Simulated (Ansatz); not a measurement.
**C₂H₃AlCl₂: a ladder of functionals and wavefunction methods**

An exercise on one series of results from a longer session: the logs are not shown, and one member is left open.

Program: Ansatz 0.2.0, Gaussian basis. Level of theory: functionals in def2-TZVPP, the program's frozen cores in correlated methods. These are calculated values, not measurements.

The runs, in order: LDA (SPW92), PBE-D4, revPBE-D4, BLYP-D4, r2SCAN-D4, B97M-V, PBE0-D4, B3LYP-D4, r2SCANh-D4, r2SCAN0-D4, HSE06-D4, BHLYP-D4, CAM-B3LYP-D4, LC-ωPBE, ωB97X-V, ωB97M-V, B2PLYP, PBE-QIDH; CCSD(T)/def2-SVP; CCSD(T)/def2-TZVPP; MP2/def2-QZVPP; extrapolation to the limit; RPA on PBE.

### The geometry

All runs share one geometry, relaxed beforehand with PBE0-D4 in a triple-zeta def2 set.

SMILES `C=[CH][Al]([Cl])[Cl]`, 8 atoms, charge 0, spin multiplicity 1.

Atoms are counted from 1 here; the program's logs count them from 0.

Bond lengths: C1–C2 1.334 Å, C1–H6 1.088 Å, C1–H7 1.087 Å, C2–Al3 1.918 Å, C2–H8 1.089 Å, Al3–Cl4 2.086 Å, Al3–Cl5 2.089 Å. Angles: C2–C1–H6 122.4°, C2–C1–H7 122.0°, H6–C1–H7 115.7°, C1–C2–Al3 120.9°, C1–C2–H8 117.8°, Al3–C2–H8 121.2°, C2–Al3–Cl4 122.3°, C2–Al3–Cl5 119.7°, Cl4–Al3–Cl5 118.0°.

Set-up of the first run:

in.yaml

```yaml
crystal:
  periodic: [false, false, false]
  atoms:
    - {symbol: C, position_ang: [0.668935, -0.070456, 1.286597]}
    - {symbol: C, position_ang: [-0.052234, -0.657662, 0.329612]}
    - {symbol: Al, position_ang: [-0.537876, 0.294662, -1.262958]}
    - {symbol: Cl, position_ang: [-1.662366, -0.581880, -2.785843]}
    - {symbol: Cl, position_ang: [0.066265, 2.279051, -1.508176]}
    - {symbol: H, position_ang: [0.957644, -0.588109, 2.198999]}
    - {symbol: H, position_ang: [1.006217, 0.959682, 1.202850]}
    - {symbol: H, position_ang: [-0.354485, -1.692388, 0.483018]}
basis:
  gaussian: {orbitals: def2-TZVPP}
hamiltonian: {xc: lda}
output: {orbitals: {seedname: orbitals}}
```

Among the steps run: LDA; PBE-D4 (GGA); revPBE-D4 (GGA); BLYP-D4 (GGA); r2SCAN-D4 (meta-GGA); B97M-V (meta-GGA); PBE0-D4 (hybrid); B3LYP-D4 (hybrid); r2SCANh-D4 (hybrid); r2SCAN0-D4 (hybrid); HSE06-D4 (hybrid); BHLYP-D4 (hybrid); CAM-B3LYP-D4 (range-separated); LC-ωPBE-D4 (range-separated; the results give it without D4); ωB97X-V (range-separated); ωB97M-V (range-separated); B2PLYP (double hybrid); PBE-QIDH (double hybrid).

One of the session's tables, all rows but one given; the rest of the session is left out.

It belongs to the step «Orbital energies across the functionals». 

```
  functional  HOMO (eV)  LUMO (eV)  gap (eV)
 LDA (SPW92)      -7.59      -2.75      4.84
      PBE-D4      -7.42      -2.49      4.92
   revPBE-D4      -7.34      -2.38      4.95
     BLYP-D4      -7.21      -2.34      4.87
   r2SCAN-D4      -7.63      -2.28      5.35
      B97M-V      -7.58      -2.26      5.31
     PBE0-D4      -8.53      -1.62      6.91
    B3LYP-D4      -8.27      -1.82      6.45
  r2SCANh-D4      -8.05      -1.97      6.09
  r2SCAN0-D4      -8.68      -1.50      7.18
    HSE06-D4      -8.13      -2.00      6.13
    BHLYP-D4      -9.43      -0.69      8.75
CAM-B3LYP-D4      -9.84      -0.58      9.27
     LC-ωPBE          ?          ?         ?
     ωB97X-V     -10.88       0.43     11.31
     ωB97M-V     -10.77       0.26     11.03
```

Q: Estimate the row for LC-ωPBE from the others.

The run gave: HOMO (eV): -11.31; LUMO (eV): 0.52; gap (eV): 11.82. In the column «HOMO (eV)» it is the lowest.
